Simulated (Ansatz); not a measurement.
# GaGe (F-43m) in Ansatz: a series of runs

The runs below take GaGe through band structure, single point, equation of state, with LDA.

All numbers are computed with Ansatz 0.2.0; they aren't measurements. Logs are shortened: lines on timing, memory, paths and dates and some standing lists are left out, and cuts for length are marked.

### Step 1. The structure

It takes space group F-43m (No. 216, cubic). Conventional cell: a = 5.796 Å, b = 5.796 Å, c = 5.796 Å, α = 90.00°, β = 90.00°, γ = 90.00°. Ge (site symmetry -43m) is surrounded by 4 Ga at 2.51 Å. Ga (site symmetry -43m) has 4 Ge at 2.51 Å as nearest neighbours.

The cell comes from a database or a generator and needn't be the stable form of this composition.

### Step 2. Band structure, LDA

File input.yaml:

```yaml
crystal:
  lattice:
    - [0.0, 2.897844, 2.897844]
    - [2.897844, 0.0, 2.897844]
    - [2.897844, 2.897844, 0.0]
  atoms:
    - { symbol: Ge, position: [0.0, 0.0, 0.0] }
    - { symbol: Ga, position: [0.25, 0.25, 0.25] }
hamiltonian:
  xc: lda
  pseudopotentials: { kind: paw }
kpoints:
  mp_grid: { grid: [8, 8, 8] }
  band_path:
    path:
      - [[0.0, 0.0, 0.0], [0.5, 0.0, 0.5], [0.5, 0.25, 0.75], [0.375, 0.375, 0.75], [0.0, 0.0, 0.0], [0.5, 0.5, 0.5], [0.625, 0.25, 0.625], [0.5, 0.25, 0.75], [0.5, 0.5, 0.5], [0.375, 0.375, 0.75]]
      - [[0.625, 0.25, 0.625], [0.5, 0.0, 0.5]]
    npoints: 14
scf:
  occupations: { method: fermi_dirac, width: 0.05 }
  n_extra_bands: 6
output:
  forces: true
  stress: true
  eigenvalues: true
  fatbands: true
```

Potentials or basis: Ansatz PAW.

Run with:

```sh
> ansatz run input.yaml --threads 2 --pin off --max-ram 5632MiB --backend cpu --events-out ev --progress --plain --runs-dir out
```

What it wrote:

```text
Warning: RAYON_NUM_THREADS=2 ignored (pool sized by the plan → 2); use --threads N
scf.n_extra_bands = 6 over 14 filled bands (N_el = 27.0): the run solves 20 bands
Engine: ansatz 0.2.0, aarch64-unknown-linux-gnu
Pseudopotentials: kind: paw
Pseudopotential: Ge, paw, valence charge 14, recommended cutoff 420 eV (normal), Ge.paw.azcp
Pseudopotential: Ga, paw, valence charge 13, recommended cutoff 420 eV (normal), Ga.paw.azcp
Functional definition: SPW92
  exchange = slater_x
  correlation = pw_c
Crystal: 2 atoms, lattice volume = 48.669 Å³
Basis set: ecut = 420 eV, 941 PW (Γ)
Bands: 20, of which v1, the nominal top of the filled ones, is band 14 counted from 1 (13 counted from 0)
Symmetry: 24 space group operations
Space group: F-43m (ITA 216), of the structure as read, at distance tolerance 3.7e-5 Å
k-points: 29 of 512 (time reversal used)
Non-local potential: Ge, projectors of the file, l = 0: 2, l = 1: 2, l = 2: 3, l = 3: 1
Non-local potential: Ga, projectors of the file, l = 0: 2, l = 1: 2, l = 2: 3, l = 3: 1
PAW form: soft (Blöchl's): semilocal exchange-correlation on the pseudo side does not see the compensation charge
PAW frozen core: Ge, regenerated for the run's functional, and the local potential with it (the file was generated under x = pbe(κ = 0.804, μ = 0.2195149727645171), c = pbe(β = 0.06672455060314922))
PAW frozen core: Ga, regenerated for the run's functional, and the local potential with it (the file was generated under x = pbe(κ = 0.804, μ = 0.2195149727645171), c = pbe(β = 0.06672455060314922))
PAW one-centre angular grid: Ge, 590 points (default); XC on 64 Gauss nodes
PAW one-centre angular grid: Ga, 590 points (default); XC on 64 Gauss nodes
Initial density: superposition of atomic densities (neutral atoms: chi_scale 0, normalization atom), corrected by the library's trained network
Initial wavefunctions: pseudopotential atomic-orbital guess
Functional: x = slater, c = lda
SCF iter   1: F=—  HF=-7922.289160 eV  |F-HF|=—  |Δ(HF+E_count)|=         —  Δρ=4.98e-3  dr2=4.53e-3  ethr=1.77e-3  ⟨swp⟩=6.0  Hψ=2842  notcnv=0  defer=1
preconditioner: auto → LDOS  [insulator: Δε(μ)=0.278 eV  Ē_g=22.172 eV  σ=0.050 eV  W_gap=0.68  n_scr=14 (ndim 8)  ℏωp=27.7 eV  f_vac=0.056  D(μ)=1.09/eV (n_scr^D=8)  ε∞_Penn≈2.6  β→1.0]
SCF iter   2: F=—  HF=-7922.287592 eV  |F-HF|=—  |Δ(HF+E_count)|=   1.57e-3  Δρ=6.01e-4  dr2=9.41e-5  ethr=1.68e-5  ⟨swp⟩=3.0  Hψ=1179  notcnv=0  defer=7
SCF iter   3: F=—  HF=-7922.287562 eV  |F-HF|=—  |Δ(HF+E_count)|=   3.03e-5  Δρ=5.89e-4  dr2=1.04e-4  ethr=3.49e-7  ⟨swp⟩=2.0  Hψ=919  notcnv=0  defer=7
SCF iter   4: F=—  HF=-7922.287435 eV  |F-HF|=—  |Δ(HF+E_count)|=   1.26e-4  Δρ=1.79e-4  dr2=9.70e-6  ethr=3.49e-7  ⟨swp⟩=2.0  Hψ=911  notcnv=0  defer=7
SCF iter   5: F=—  HF=-7922.287422 eV  |F-HF|=—  |Δ(HF+E_count)|=   1.32e-5  Δρ=5.06e-5  dr2=6.88e-7  ethr=3.59e-8  ⟨swp⟩=2.0  Hψ=910  notcnv=0  defer=7
SCF iter   6: F=-7922.287421 eV  HF=-7922.287421 eV  |F-HF|=1.22e-7  |Δ(HF+E_count)|=   1.05e-6  Δρ=1.23e-5  dr2=5.77e-8  ethr=3.70e-10  ⟨swp⟩=7.8  Hψ=2725  notcnv=0
SCF 1 converged in 6 iterations: F = -7922.287421 eV  dr2 = 5.77e-8
NSCF: frozen V_eff on 142 k-points
SCF converged after 6 iterations
Free energy (F): -7922.287421 eV
Harris-Foulkes:  -7922.287421 eV  (|F-HF|=1.22e-7)
Internal energy: -7922.278856 eV  (E = F + TS)
E sigma→0 (E₀):  -7922.283139 eV
Entropy (-TS):   -0.008565 eV (-4.282 meV/atom)
Fermi energy:    6.030136 eV
--- Per-component energies (eV) ---
  E_band       = -251.236242
  E_kinetic    = 225.931935
  E_local      = -4647.583845  (includes V_loc(G=0)·N_el)
  E_nonlocal   = 844.441984
  E_hartree    = 2086.196799
  E_xc         = -143.386540
  E_vxc        = -122.738578  (∫ρ·V_xc dr)
  E_paw        = -3849.979840  (= ΣΔE_a)
  E_vpaw       = -723.680169  (= ΣTr[D̂ρ^β])
  E_aug_tail   = 0.000196  (compensation charges beyond the density's cutoff)
  E_ewald      = -2441.536352
  E_core_change = 3.636806  (= ΣΔE_core)
  E_smearing   = -0.008565  (= −TS)
  E_closure    = 0.000000  (closes the sum)
  Σ components = -7922.287421   (vs F -7922.287421, Δ=0.00e0)
--- Forces (eV/Å), atoms counted from 1 ---
  atom   1  Ge     0.00000000    -0.00000000    -0.00000000
  atom   2  Ga    -0.00000000    -0.00000000     0.00000000
  max |Σ_I F_I| component: 5.09e-17 eV/Å
--- Stress (GPa, compression-positive) ---
       -4.108174       0.000000       0.000000
        0.000000      -4.108174      -0.000000
        0.000000      -0.000000      -4.108174
  P = ⅓ Tr σ = -4.1082 GPa (-41.082 kbar)
--- Band table (eV; the first three rows and the last of 29) ---
  k-point 0: bands = ["-18.0090", "-18.0090", "-18.0090", "-17.9895", "-17.9895", "-8.3852", "-8.3852", "-8.3852", "-8.3252", "-8.3252", "-4.5391", "7.7157", "7.7157", "7.7157", "7.8946", "10.3737", "10.3737", "10.3737", "13.5892", "16.8175"]
  k-point 1: bands = ["-18.0090", "-18.0086", "-18.0086", "-17.9894", "-17.9894", "-8.3891", "-8.3825", "-8.3825", "-8.3255", "-8.3255", "-4.3573", "5.5712", "7.4143", "7.4143", "8.8064", "10.7797", "10.7797", "11.1146", "14.5601", "15.8361"]
  k-point 2: bands = ["-18.0089", "-18.0077", "-18.0077", "-17.9891", "-17.9891", "-8.3987", "-8.3768", "-8.3768", "-8.3255", "-8.3255", "-3.8325", "3.3317", "6.9063", "6.9063", "8.4519", "11.3372", "11.3372", "13.0303", "15.0789", "15.5955"]
  k-point 28: bands = ["-18.0087", "-18.0073", "-18.0037", "-17.9901", "-17.9874", "-8.4228", "-8.3620", "-8.3527", "-8.3333", "-8.3240", "-1.4603", "0.3265", "3.8825", "3.9925", "11.7346", "11.8052", "12.0976", "12.4610", "18.0006", "18.6529"]
```

It took 5.2 s on 2 threads of Arm Neoverse V2, shared host; peak memory 0.32 GiB.

What came out:

| Quantity | Value |
| --- | --- |
| Free energy | -7922.2874 eV |
| Pressure | -4.1 GPa |
| Band gap on the k mesh | none (metal or under the smearing width) |

Levels at the corners of the path, in eV from the Fermi level:
| point | band 12 | band 13 | band 14 | band 15 | band 16 | band 17 |
| --- | --- | --- | --- | --- | --- | --- |
| Γ | 1.69 | 1.69 | 1.69 | 1.86 | 4.34 | 4.34 |
| X | -5.85 | -1.25 | -1.25 | 2.28 | 2.38 | 10.91 |
| W | -5.70 | -2.15 | -2.04 | 5.70 | 5.78 | 6.07 |
| K | -5.63 | -2.52 | -0.82 | 2.74 | 5.54 | 8.63 |
| Γ | 1.69 | 1.69 | 1.69 | 1.86 | 4.34 | 4.34 |
| L | -5.40 | 0.38 | 0.38 | 1.95 | 5.34 | 5.34 |
| U | -5.63 | -2.52 | -0.82 | 2.74 | 5.54 | 8.63 |
| W | -5.70 | -2.15 | -2.04 | 5.70 | 5.78 | 6.07 |
| L | -5.40 | 0.38 | 0.38 | 1.95 | 5.34 | 5.34 |
| K | -5.63 | -2.52 | -0.82 | 2.74 | 5.54 | 8.63 |
| U | -5.63 | -2.52 | -0.82 | 2.74 | 5.54 | 8.63 |
| X | -5.85 | -1.25 | -1.25 | 2.28 | 2.38 | 10.91 |

Caveat: the PAW data sets come from PBE, with cores solved anew for the run's functional, which leaves a small shift of forces and pressure.

### Step 3. Single point, LDA, 22.87 Å³/atom (volume scaled by 0.94)

File input.yaml:

```yaml
crystal:
  lattice:
    - [0.0, 2.8386877276, 2.8386877276]
    - [2.8386877276, 0.0, 2.8386877276]
    - [2.8386877276, 2.8386877276, 0.0]
  atoms:
    - { symbol: Ge, position: [0.0, 0.0, 0.0] }
    - { symbol: Ga, position: [0.25, 0.25, 0.25] }
hamiltonian:
  xc: lda
  pseudopotentials: { kind: paw }
kpoints:
  mp_grid: { grid: [8, 8, 8] }
scf:
  occupations: { method: fermi_dirac, width: 0.05 }
output:
  forces: true
  stress: true
  eigenvalues: true
```

Potentials or basis: Ansatz PAW.

Run with:

```sh
> ansatz run input.yaml --threads 2 --pin off --max-ram 5632MiB --backend cpu --events-out ev --progress --plain --runs-dir out
```

What it wrote:

```text
Warning: RAYON_NUM_THREADS=2 ignored (pool sized by the plan → 2); use --threads N
Engine: ansatz 0.2.0, aarch64-unknown-linux-gnu
Pseudopotentials: kind: paw
Pseudopotential: Ge, paw, valence charge 14, recommended cutoff 420 eV (normal), Ge.paw.azcp
Pseudopotential: Ga, paw, valence charge 13, recommended cutoff 420 eV (normal), Ga.paw.azcp
Functional definition: SPW92
  exchange = slater_x
  correlation = pw_c
Crystal: 2 atoms, lattice volume = 45.749 Å³
Basis set: ecut = 420 eV, 893 PW (Γ)
Bands: 18, of which v1, the nominal top of the filled ones, is band 14 counted from 1 (13 counted from 0)
Symmetry: 24 space group operations
Space group: F-43m (ITA 216), of the structure as read, at distance tolerance 3.6e-5 Å
[... 33 lines left out ...]
  E_xc         = -144.235849
  E_vxc        = -123.835425  (∫ρ·V_xc dr)
  E_paw        = -3849.978249  (= ΣΔE_a)
  E_vpaw       = -723.664478  (= ΣTr[D̂ρ^β])
  E_aug_tail   = 0.000093  (compensation charges beyond the density's cutoff)
  E_ewald      = -2492.416267
  E_core_change = 3.636806  (= ΣΔE_core)
  E_smearing   = -0.008304  (= −TS)
  E_closure    = -0.000000  (closes the sum)
  Σ components = -7922.336952   (vs F -7922.336952, Δ=0.00e0)
--- Forces (eV/Å), atoms counted from 1 ---
  atom   1  Ge     0.00000000    -0.00000000    -0.00000000
  atom   2  Ga    -0.00000000     0.00000000     0.00000000
  max |Σ_I F_I| component: 1.85e-17 eV/Å
--- Stress (GPa, compression-positive) ---
       -1.142351       0.000000      -0.000000
        0.000000      -1.142351      -0.000000
        0.000000      -0.000000      -1.142351
  P = ⅓ Tr σ = -1.1424 GPa (-11.424 kbar)
--- Band table (eV; the first three rows and the last of 29) ---
  k-point 0: bands = ["-17.3280", "-17.3280", "-17.3280", "-17.3044", "-17.3044", "-7.7490", "-7.7490", "-7.7490", "-7.6773", "-7.6773", "-4.2168", "8.5141", "8.5141", "8.5141", "9.1804", "11.1823", "11.1823", "11.1823"]
  k-point 1: bands = ["-17.3280", "-17.3275", "-17.3275", "-17.3043", "-17.3043", "-7.7541", "-7.7458", "-7.7458", "-7.6777", "-7.6777", "-4.0225", "6.4006", "8.1839", "8.1839", "9.8637", "11.6208", "11.6208", "12.0908"]
  k-point 2: bands = ["-17.3279", "-17.3264", "-17.3264", "-17.3039", "-17.3039", "-7.7664", "-7.7387", "-7.7387", "-7.6777", "-7.6777", "-3.4599", "4.0103", "7.6376", "7.6376", "9.4390", "12.1983", "12.1983", "14.1475"]
  k-point 28: bands = ["-17.3276", "-17.3260", "-17.3212", "-17.3051", "-17.3016", "-7.7960", "-7.7200", "-7.7099", "-7.6872", "-7.6765", "-0.8597", "0.8682", "4.3819", "4.4906", "12.6412", "12.7785", "13.0937", "13.2893"]
```

Run time: 1.1 s. Hardware: 2 threads of Arm Neoverse V2, shared host; peak memory 0.31 GiB.

Results:

```yaml
Free_energy: -7922.3370 eV
Pressure: -1.1 GPa
Band_gap_on_the_k_mesh: none (metal or under the smearing width)
```

Caveat: the PAW data sets come from PBE, with cores solved anew for the run's functional, which leaves a small shift of forces and pressure.

### Step 4. Single point, LDA, 23.36 Å³/atom (volume scaled by 0.96)

Changes to input.yaml since step 3:

```diff
@@ -2,5 +2,5 @@
   lattice:
-    - [0.0, 2.8386877276, 2.8386877276]
-    - [2.8386877276, 0.0, 2.8386877276]
-    - [2.8386877276, 2.8386877276, 0.0]
+    - [0.0, 2.8586791449, 2.8586791449]
+    - [2.8586791449, 0.0, 2.8586791449]
+    - [2.8586791449, 2.8586791449, 0.0]
   atoms:
```

Run with:

```sh
> ansatz run input.yaml --threads 2 --pin off --max-ram 5632MiB --backend cpu --events-out ev --progress --plain --runs-dir out
```

It took 1.1 s on 2 threads of Arm Neoverse V2, shared host; peak memory 0.31 GiB.

It converged, with:

```yaml
Free_energy: -7922.3266 eV
Pressure: -2.3 GPa
Band_gap_on_the_k_mesh: none (metal or under the smearing width)
```

Caveat: the PAW data sets come from PBE, with cores solved anew for the run's functional, which leaves a small shift of forces and pressure.

### Step 5. Single point, LDA, 23.85 Å³/atom (volume scaled by 0.98)

Changes to input.yaml since step 4:

```diff
@@ -2,5 +2,5 @@
   lattice:
-    - [0.0, 2.8586791449, 2.8586791449]
-    - [2.8586791449, 0.0, 2.8586791449]
-    - [2.8586791449, 2.8586791449, 0.0]
+    - [0.0, 2.8783947965, 2.8783947965]
+    - [2.8783947965, 0.0, 2.8783947965]
+    - [2.8783947965, 2.8783947965, 0.0]
   atoms:
```

Run with:

```sh
> ansatz run input.yaml --threads 2 --pin off --max-ram 5632MiB --backend cpu --events-out ev --progress --plain --runs-dir out
```

Wall time 1.1 s (2 threads of Arm Neoverse V2, shared host); peak memory 0.32 GiB.

The run converged. Its results:

| Item | Value |
| --- | --- |
| Free energy | -7922.3098 eV |
| Pressure | -3.2 GPa |
| Band gap on the k mesh | none (metal or under the smearing width) |

Caveat: the PAW data sets come from PBE, with cores solved anew for the run's functional, which leaves a small shift of forces and pressure.

### Step 6. Single point, LDA, 24.33 Å³/atom

Changes to input.yaml since step 5:

```diff
@@ -2,5 +2,5 @@
   lattice:
-    - [0.0, 2.8783947965, 2.8783947965]
-    - [2.8783947965, 0.0, 2.8783947965]
-    - [2.8783947965, 2.8783947965, 0.0]
+    - [0.0, 2.897844, 2.897844]
+    - [2.897844, 0.0, 2.897844]
+    - [2.897844, 2.897844, 0.0]
   atoms:
@@ -19 +19,5 @@
   eigenvalues: true
+  write_density: true
+  write_potential: true
+  elf: true
+  volumetric_format: npy
```

Potentials or basis: Ansatz PAW.

Run with:

```sh
> ansatz run input.yaml --threads 2 --pin off --max-ram 5632MiB --backend cpu --events-out ev --progress --plain --runs-dir out
```

Wall time 1.5 s (2 threads of Arm Neoverse V2, shared host); peak memory 0.32 GiB.

It converged, with:

| Property | Result |
| --- | --- |
| Free energy | -7922.2874 eV |
| Pressure | -4.1 GPa |
| Band gap on the k mesh | none (metal or under the smearing width) |

Caveat: the PAW data sets come from PBE, with cores solved anew for the run's functional, which leaves a small shift of forces and pressure.

### Step 7. Single point, LDA, 24.82 Å³/atom (volume scaled by 1.02)

Changes to input.yaml since step 6:

```diff
@@ -2,5 +2,5 @@
   lattice:
-    - [0.0, 2.897844, 2.897844]
-    - [2.897844, 0.0, 2.897844]
-    - [2.897844, 2.897844, 0.0]
+    - [0.0, 2.9170355792, 2.9170355792]
+    - [2.9170355792, 0.0, 2.9170355792]
+    - [2.9170355792, 2.9170355792, 0.0]
   atoms:
```

Run with:

```sh
> ansatz run input.yaml --threads 2 --pin off --max-ram 5632MiB --backend cpu --events-out ev --progress --plain --runs-dir out
```

Run time: 1.6 s. Hardware: 2 threads of Arm Neoverse V2, shared host; peak memory 0.32 GiB.

It converged, with:

```yaml
Free_energy: -7922.2601 eV
Pressure: -4.9 GPa
Band_gap_on_the_k_mesh: none (metal or under the smearing width)
```

Caveat: the PAW data sets come from PBE, with cores solved anew for the run's functional, which leaves a small shift of forces and pressure.

### Step 8. Single point, LDA, 25.31 Å³/atom (volume scaled by 1.04)

Changes to input.yaml since step 7:

```diff
@@ -2,5 +2,5 @@
   lattice:
-    - [0.0, 2.9170355792, 2.9170355792]
-    - [2.9170355792, 0.0, 2.9170355792]
-    - [2.9170355792, 2.9170355792, 0.0]
+    - [0.0, 2.9359778994, 2.9359778994]
+    - [2.9359778994, 0.0, 2.9359778994]
+    - [2.9359778994, 2.9359778994, 0.0]
   atoms:
```

Run with:

```sh
> ansatz run input.yaml --threads 2 --pin off --max-ram 5632MiB --backend cpu --events-out ev --progress --plain --runs-dir out
```

It took 1.6 s on 2 threads of Arm Neoverse V2, shared host; peak memory 0.32 GiB.

Results (log left out):

```yaml
Free_energy: -7922.2284 eV
Pressure: -5.5 GPa
Band_gap_on_the_k_mesh: none (metal or under the smearing width)
```

Caveat: the PAW data sets come from PBE, with cores solved anew for the run's functional, which leaves a small shift of forces and pressure.

### Step 9. Single point, LDA, 25.79 Å³/atom (volume scaled by 1.06)

Changes to input.yaml since step 8:

```diff
@@ -2,5 +2,5 @@
   lattice:
-    - [0.0, 2.9359778994, 2.9359778994]
-    - [2.9359778994, 0.0, 2.9359778994]
-    - [2.9359778994, 2.9359778994, 0.0]
+    - [0.0, 2.9546788998, 2.9546788998]
+    - [2.9546788998, 0.0, 2.9546788998]
+    - [2.9546788998, 2.9546788998, 0.0]
   atoms:
```

Potentials or basis: Ansatz PAW.

Run with:

```sh
> ansatz run input.yaml --threads 2 --pin off --max-ram 5632MiB --backend cpu --events-out ev --progress --plain --runs-dir out
```

Run time: 1.6 s. Hardware: 2 threads of Arm Neoverse V2, shared host; peak memory 0.32 GiB.

It converged, with:

```
Free energy            : -7922.1929 eV
Pressure               : -6.1 GPa
Band gap on the k mesh : none (metal or under the smearing width)
```

Caveat: the PAW data sets come from PBE, with cores solved anew for the run's functional, which leaves a small shift of forces and pressure.

### Step 10. Equation of state, LDA

No new run: the results of the series are fitted here.

Results:

```
Equilibrium volume : 22.43 Å³/atom (rough: see the caveat)
Bulk modulus       : 61 GPa (rough)
```

Energy against volume, from the lowest point:
```
volume (Å³/atom)  energy (meV/atom)
          22.875               0.00
          23.361               5.20
          23.848              13.57
          24.335              24.77
          24.821              38.43
          25.308              54.28
          25.795              72.04
```

Caveat: the minimum lies outside the volumes run.
